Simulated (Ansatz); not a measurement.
# RPA@PBE/STO-3G run of H2S2

What is the electronic atomisation energy of H2S2 at RPA@PBE/STO-3G? 

The results are computed with Ansatz 0.2.0.

29 further runs of the same task are left out: 29 set aside as unsound or not needed.

## 1. The structure to begin with

The species is H2S2 (4 atoms), meant as a singlet with charge 0. Geometry: relaxed at GFN2-xTB.

Bond lengths: S1–S2 2.045 Å, S1–H3 1.340 Å, S2–H4 1.340 Å. Angles: S1–S2–H4 98.2°, S2–S1–H3 98.1°.

## 2. A single-point energy at RPA@PBE/STO-3G

File in.yaml:

```yaml
crystal:
  periodic: [false, false, false]
  atoms:
    - {symbol: S, position_ang: [-0.427380, -0.511820, -0.893940]}
    - {symbol: S, position_ang: [-0.422510, 0.717510, 0.740680]}
    - {symbol: H, position_ang: [0.706880, -0.077850, -1.459730]}
    - {symbol: H, position_ang: [0.143010, -0.127830, 1.612990]}
basis:
  gaussian:
    orbitals: STO-3G
accuracy: high
hamiltonian:
  xc: {name: PBE}
correlation:
  method: rpa
  frozen_orbitals: {H: 0, S: 5}
```

Started as:

```
$ ansatz run in.yaml --threads 1 --pin off --max-ram 2610MiB --events-out events.jsonl --progress --plain --runs-dir runs
```

What it wrote:

```text
Warning: RAYON_NUM_THREADS=1 ignored (pool sized by the plan → 1); use --threads N
Functional definition: PBE
  name "PBE"
  parameter kappa = 0.804
  parameter beta = 0.06672455060314922
  exchange = pbe_x(kappa = kappa, mu = beta*pi^2/3)
  correlation = pbe_c(beta = beta)
344 factors; integrals over basis functions are off by at most 1.3e-8 eV
mean field evaluation 1: about -21452.1136 eV, gradient 4.6e0 eV
mean field evaluation 2: about -21452.0888 eV, gradient 4.7e0 eV
mean field evaluation 4: about -21452.2087 eV, gradient 2.0e-1 eV
mean field evaluation 8: about -21452.2087 eV, gradient 1.3e-3 eV
mean field evaluation 16: about -21452.2087 eV, gradient 2.3e-8 eV
mean field -21452.20874578 eV, -788.3541305780 hartree, gradient 2.3e-8 eV, S^2 0.000000; 0 other end points of the search recorded, 0 dependent functions left out
10 core orbitals not correlated: weight in the atoms' cores, before any rotation towards them, 0.999 or more for the frozen orbitals, at most 0.000 for the correlated occupied ones
reference -21428.48998647 eV, -787.4824822505 hartree; 7, 7 occupied and 3, 3 virtual orbitals, 344 factors
Total energy: -21431.70758885 eV, -787.6007269569 hartree
```

It took 1.4 s on 1 thread of Arm Neoverse V1, shared host; peak memory 0.094 GiB.

## 3. The H atom

File job.yaml:

```yaml
basis:
  gaussian: {orbitals: STO-3G}
crystal:
  periodic: [false, false, false]
  atoms:
    - {symbol: H, position_ang: [0.000000, 0.000000, 0.000000]}
hamiltonian: {xc: pbe}
magnetization: {spin_polarized: true, initial_magnetization: 1}
correlation: {method: rpa, frozen_orbitals: {H: 0}}
accuracy: high
```

Started as:

```
$ ansatz run job.yaml --threads 1 --pin off --max-ram 2610MiB --events-out events.jsonl --progress --plain --runs-dir runs
```

What it wrote:

```text
Warning: RAYON_NUM_THREADS=1 ignored (pool sized by the plan → 1); use --threads N
Functional definition: PBE
  name "PBE"
  parameter kappa = 0.804
  parameter beta = 0.06672455060314922
  exchange = pbe_x(kappa = kappa, mu = beta*pi^2/3)
  correlation = pbe_c(beta = beta)
1 factors; integrals over basis functions are off by at most 4.6e-10 eV
mean field evaluation 1: about -12.6363 eV, gradient 0.0e0 eV
mean field evaluation 2: about -12.6363 eV, gradient 0.0e0 eV
mean field -12.63630448 eV, -0.4643756244 hartree, gradient 0.0e0 eV, S^2 0.750000; 0 other end points of the search recorded, 0 dependent functions left out
reference -12.69633895 eV, -0.4665818504 hartree; 1, 0 occupied and 0, 1 virtual orbitals, 1 factors
Total energy: -12.69633895 eV, -0.4665818504 hartree
```

Wall time 0.08 s (1 thread of Arm Neoverse V1, shared host).

## 4. The S atom, same level

File in.yaml:

```yaml
crystal:
  periodic: [false, false, false]
  atoms:
    - {symbol: S, position_ang: [0.000000, 0.000000, 0.000000]}
basis:
  gaussian: {orbitals: STO-3G}
magnetization: {spin_polarized: true, initial_magnetization: 2}
hamiltonian: {xc: pbe}
accuracy: high
correlation: {method: rpa, frozen_orbitals: {S: 5}}
```

Started as:

```
$ ansatz run in.yaml --threads 1 --pin off --max-ram 2610MiB --events-out events.jsonl --progress --plain --runs-dir runs
```

What it wrote, cut to the lines that bear on the results:

```text
Warning: RAYON_NUM_THREADS=1 ignored (pool sized by the plan → 1); use --threads N
Functional definition: PBE
  name "PBE"
[...]
42 factors; integrals over basis functions are off by at most 2.4e-9 eV
[...]
mean field -10707.10759544 eV, -393.4789465942 hartree, gradient 1.8e-10 eV, S^2 2.000000; 6 other end points of the search recorded, 0 dependent functions left out
5 core orbitals not correlated: weight in the atoms' cores, before any rotation towards them, 1.000 or more for the frozen orbitals, at most 0.000 for the correlated occupied ones
reference -10697.59903210 eV, -393.1295133368 hartree; 4, 2 occupied and 0, 2 virtual orbitals, 42 factors
Total energy: -10698.39347051 eV, -393.1587084096 hartree
```

Wall time 0.75 s (1 thread of Arm Neoverse V1, shared host).

## 5. Summary of results

At RPA@PBE/STO-3G, 10 core orbitals frozen:

| quantity | value |
| --- | --- |
| molecule: total energy | -787.60073 Eh |
| molecule: RPA correlation energy (valence) | -118.2 mEh |
| H atom: total energy | -0.46658 Eh |
| H atom: RPA correlation energy | 0.0 mEh |
| H atom: ⟨S²⟩ of the reference determinant | 0.750 |
| S atom: total energy | -393.15871 Eh |
| S atom: RPA correlation energy (valence) | -29.2 mEh |
| S atom: ⟨S²⟩ of the reference determinant | 2.000 |
| electronic atomisation energy | 9.528 eV |

Taking the molecule apart into free atoms costs 9.53 eV (220 kcal/mol), before zero-point energy and without spin-orbit coupling. In a minimal basis such a difference can be off by several eV, whatever the method.
